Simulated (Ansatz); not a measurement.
# Two self-consistent states of EuMnAs

An SCF can end in more than one state. Here EuMnAs, a structure type of another compound, with these elements put in, is run from each state found earlier: which lies lowest, and what else changes?

Computed, not measured: Ansatz 0.2.0, DFT, PBE, plane waves, PAW.

## 1. Geometry

The structure is tetragonal, space group P4/nmm (No. 129). The conventional cell has a = 4.251 Å, b = 4.251 Å, c = 7.625 Å, α = 90.00°, β = 90.00°, γ = 90.00°. Around Mn (site symmetry -4m2) lie 4 As at 2.56 Å. Around Eu (site symmetry 4mm) lie 5 As at 3.27 to 3.48 Å and 4 Mn at 3.45 Å and 4 Eu at 3.72 Å. As (site symmetry 4mm) is surrounded by 4 Mn at 2.56 Å and 5 Eu at 3.27 to 3.48 Å.

The coordinates stand in the input below.

The states: A, Mn1 up, Mn2 down, Eu3 up, Eu4 down (collinear spin); B, Mn1 down, Mn2 up, Eu3 down, Eu4 down (collinear spin). Each run reads its own saved solution as saved_state.

## 2. State A: the run

File input.yaml:

```yaml
crystal:
  lattice:
    - [4.25104071, 0.0, 0.0]
    - [0.0, 4.25104071, 0.0]
    - [0.0, 0.0, 7.62502507]
  atoms:
    - { symbol: Mn, position: [0.0, 0.0, 0.0], spin: 4.5 }
    - { symbol: Mn, position: [0.5, 0.5, 0.0], spin: -4.5 }
    - { symbol: Eu, position: [0.5, 0.0, 0.644], spin: 7.0 }
    - { symbol: Eu, position: [0.0, 0.5, 0.356], spin: -7.0 }
    - { symbol: As, position: [0.5, 0.0, 0.188], spin: 0.0 }
    - { symbol: As, position: [0.0, 0.5, 0.812], spin: 0.0 }
kpoints:
  mp_grid: { grid: [6, 6, 3], shift: [0, 0, 0] }
magnetization:
  spin_polarized: true
scf:
  occupations: { method: methfessel_paxton, width: 0.0133 }
  lower_state_search: "off"
  max_iter: 200
hamiltonian:
  pseudopotentials: { kind: paw }
  xc: pbe
basis:
  ecutwfc: 420
  fft_grid_basis: typed
output:
  forces: true
  stress: true
  eigenvalues: true
  bader: true
  populations: true
  elf: true
  write_potential: true
  volumetric_format: npy
  dos:
    e_range: [-12, 8]
    de: 0.05
    projected: { site_lists: { As: [As], Eu: [Eu], Mn: [Mn] } }
checkpoint:
  read: saved_state
```

## 4. Run from state B

File input.yaml:

```yaml
crystal:
  lattice:
    - [4.25104071, 0.0, 0.0]
    - [0.0, 4.25104071, 0.0]
    - [0.0, 0.0, 7.62502507]
  atoms:
    - { symbol: Mn, position: [0.0, 0.0, 0.0] }
    - { symbol: Mn, position: [0.5, 0.5, 0.0] }
    - { symbol: Eu, position: [0.5, 0.0, 0.644] }
    - { symbol: Eu, position: [0.0, 0.5, 0.356] }
    - { symbol: As, position: [0.5, 0.0, 0.188] }
    - { symbol: As, position: [0.0, 0.5, 0.812] }
  symmetry: { detect: false, time_reversal: true }
kpoints:
  mp_grid: { grid: [6, 6, 3], shift: [0, 0, 0] }
  band_path:
    path:
      - [0.0, 0.0, 0.0]
      - [0.0, 0.5, 0.0]
      - [0.5, 0.5, 0.0]
      - [0.0, 0.0, 0.0]
      - [0.0, 0.0, 0.5]
      - [0.0, 0.5, 0.5]
      - [0.5, 0.5, 0.5]
      - [0.0, 0.0, 0.5]
      - [0.0, 0.5, 0.0]
      - [0.0, 0.5, 0.5]
      - [0.5, 0.5, 0.0]
    npoints: 6
magnetization:
  spin_polarized: true
scf:
  occupations: { method: methfessel_paxton, width: 0.0133 }
  lower_state_search: "off"
  max_iter: 200
hamiltonian:
  pseudopotentials: { kind: paw }
  xc: pbe
basis:
  ecutwfc: 420
  fft_grid_basis: typed
output:
  forces: true
  stress: true
  eigenvalues: true
  bader: true
  populations: true
  elf: true
  write_potential: true
  volumetric_format: npy
  dos:
    e_range: [-12, 8]
    de: 0.05
    projected: { site_lists: { As: [As], Eu: [Eu], Mn: [Mn] } }
checkpoint:
  read: saved_state
```

(Steps that only read results are left out.)

Q: Predict the outcome of this session. Wanted: for each run, free energy; largest site moment; size of the net moment; gap; pressure; largest force.

As calculated:

```
state  free energy (meV/atom)  largest site moment (μB)  size of the net moment (μB/cell)  gap (eV)  pressure (GPa)  largest force (eV/Å)  SCF cycles
    A                    44.9                      6.81                              0.00     metal            -4.0                  0.56          25
    B                     0.0                      7.02                             15.61     metal            -3.8                  0.55          16
```

What this shows: State B wins by 44.9 meV per atom over A. Every run converged, so convergence alone does not show that a state is the lowest.

Caveats: an open f shell without a U or exact exchange, whose levels then sit too near the Fermi level.
